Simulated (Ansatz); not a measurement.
F3GaH3N, SMILES [NH3+][Ga-]([F])([F])[F], a ladder of methods at one geometry

Computed with Ansatz 0.2.0 through its Python package.

The cells in order, each with its output:

**Cell 1**
```python
from pathlib import Path

import ansatz as az
import numpy as np

params = {
    "basis": "def2-SVP",
}
```

**Cell 2**
```python
GEOMETRY = """
N    -0.86740   -0.15290    0.51750
Ga    0.73960    0.07510   -0.42540
F     1.97360   -0.87520    0.39840
F     0.63050   -0.50840   -2.10600
F     1.22230    1.79660   -0.47170
H    -1.20030   -1.09680    0.52550
H    -0.78720    0.24080    1.48960
H    -1.61890    0.46370    0.01620
"""
```

**Cell 3**
```python
mol = az.Crystal.molecule()
for line in GEOMETRY.strip().splitlines():
    symbol, *xyz = line.split()
    mol = mol.atom(symbol, [float(v) for v in xyz])

calculation = mol.calculation().basis(gaussian=params["basis"])
```

**Cell 4**
```python
print("functional    E (Ha)        dipole (D)   HOMO (eV)  LUMO (eV)")
for name in ["blyp", "r2scan", "pbe0", "r2scan0", "lc_wpbe"]:
    rep = calculation.functional(name).forces().orbitals().run(threads=1, runs_dir="runs").report
    lines = Path(rep["orbitals_path"]).read_text().splitlines()
    field_of = lambda key: [line.split("=")[1].strip() for line in lines if line.startswith(key)]
    orbitals = [(27.211386 * float(e), s, float(n)) for e, s, n in zip(field_of("Ene="), field_of("Spin="), field_of("Occup="))]
    homo = max(e for e, _, n in orbitals if n > 0.5)
    lumo = min(e for e, _, n in orbitals if n < 0.5)
    dipole = 4.803205 * np.linalg.norm(rep["charge_distribution"]["dipole_moment_e_ang"])
    print(f"{name:10s} {rep['free_energy_ev'] / 27.211386246:14.6f} {dipole:9.3f} {homo:11.3f} {lumo:10.3f}")
```
Output:
```text
functional    E (Ha)        dipole (D)   HOMO (eV)  LUMO (eV)
blyp         -2280.577954     9.004      -7.052     -2.025
r2scan       -2280.403247     9.310      -7.767     -1.341
pbe0         -2279.963025     9.403      -9.352     -1.113
r2scan0      -2280.330123     9.553      -9.779     -0.669
lc_wpbe      -2280.130822     9.445     -12.139      1.233
```

Caveats:
- The settings weren't tested for convergence.
- The geometry is a force-field or estimated start, not a minimum of this method, and the basis set is short of its limit. A lower total doesn't mark the better method: functionals have no common bound, and MP2 and coupled cluster aren't variational.
- Levels such as HOMO and LUMO are orbital energies: with these approximate functionals they aren't the ionisation energy and electron affinity, and their gap isn't the fundamental gap.
- Timing: 22 s on 1 thread of Arm Neoverse V2 (shared host), peak memory 0.31 GiB.

(Lines on the test bed's own set-up are left out of the output.)
